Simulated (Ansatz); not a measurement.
# In8Ag5SbPb2: the cost of one run

Program: Ansatz 0.2.0. Level of theory: DFT PBE, scalar-relativistic, plane waves, PAW. These are calculated values, not measurements.

**1. The structure to begin with**

The cell holds 16 atoms (Ag5In8Pb2Sb): a = 7.386 Å, b = 7.386 Å, c = 7.386 Å, α = 90.00°, β = 90.00°, γ = 90.00°.

The sites of an ideal bcc lattice, at a guessed lattice constant, take 5 Ag, 1 Sb, 2 Pb, 8 In (sublattices apart by semicolons), with a shake of 0.02 Å. Warren-Cowley parameters of the first shell (negative: unlike neighbours preferred): Ag-In -0.15, Ag-Pb -0.60, Ag-Sb +0.60, In-Pb +0.25, In-Sb -0.25, Pb-Sb -1.00. In a cell this small the draw can fall short of the order aimed at.

Structure file:

```
CELL_PARAMETERS angstrom
7.38644 0.00000 0.00000
0.00000 7.38644 0.00000
0.00000 0.00000 7.38644
ATOMIC_POSITIONS crystal
Ag 0.00232 0.99979 0.99690
Ag 0.99969 0.50010 0.00029
Ag 0.49980 0.50014 0.99512
Ag 0.50093 0.00113 0.49979
Ag 0.24889 0.75354 0.75340
In 0.99872 0.99818 0.50029
In 0.25300 0.24457 0.24910
In 0.74786 0.24784 0.25645
In 0.00302 0.50227 0.49930
In 0.25375 0.24911 0.75126
In 0.50196 0.50092 0.49936
In 0.74753 0.75291 0.25222
In 0.75188 0.24749 0.75155
Sb 0.50092 0.99933 0.99529
Pb 0.24868 0.75299 0.24814
Pb 0.75333 0.74921 0.74682
```

**2. Relaxing on a coarse mesh**

Cell and atoms move without symmetry, on a coarse mesh with loose thresholds.

Input file input.yaml:

```yaml
crystal:
  lattice:
    - [7.38643728, 0.0, 0.0]
    - [0.0, 7.38643728, 0.0]
    - [0.0, 0.0, 7.38643728]
  atoms:
    - { symbol: Ag, position: [0.0023230639, 0.9997860662, 0.99689908] }
    - { symbol: Ag, position: [0.9996920194, 0.5001031237, 0.0002896932] }
    - { symbol: Ag, position: [0.4997995992, 0.5001446919, 0.9951152686] }
    - { symbol: Ag, position: [0.5009299408, 0.0011308157, 0.4997925054] }
    - { symbol: Ag, position: [0.2488886844, 0.7535402799, 0.7534026088] }
    - { symbol: In, position: [0.9987223059, 0.9981802924, 0.5002888462] }
    - { symbol: In, position: [0.2530005359, 0.2445726494, 0.2490970263] }
    - { symbol: In, position: [0.7478567265, 0.2478447504, 0.2564504924] }
    - { symbol: In, position: [0.0030175688, 0.5022683637, 0.4992961915] }
    - { symbol: In, position: [0.2537450794, 0.2491084354, 0.7512572737] }
    - { symbol: In, position: [0.5019576244, 0.5009191444, 0.4993622685] }
    - { symbol: In, position: [0.7475339791, 0.7529099413, 0.2522208376] }
    - { symbol: In, position: [0.7518805032, 0.2474879112, 0.7515530077] }
    - { symbol: Sb, position: [0.5009234393, 0.99932915, 0.995285702] }
    - { symbol: Pb, position: [0.24867796, 0.7529851527, 0.2481410607] }
    - { symbol: Pb, position: [0.7533337327, 0.7492115987, 0.7468188286] }
  symmetry: { detect: false }
basis:
  ecutwfc: 420
kpoints:
  mp_grid: { grid: [2, 2, 2], shift: [0.5, 0.5, 0.5] }
hamiltonian:
  xc: pbe
scf:
  occupations: { method: gaussian, width: 0.1 }
  lower_state_search: "off"
output:
  forces: true
  stress: true
  eigenvalues: true
relax:
  adjacent_minimum: "off"
  f_tol: 0.04
  max_steps: 50
  cell: { stress_tol: 0.3 }
```

Run with:

```bash
$ ansatz run input.yaml --threads 4 --pin off --max-ram 9216MiB --backend cpu --events-out ev --progress --plain --runs-dir out
```

**Question.** How long does this run take on 4 threads of Intel Xeon Platinum 8488C (Sapphire Rapids), shared host, and how much memory does it need?

About 4.1 min, with a peak of 1.5 GiB.
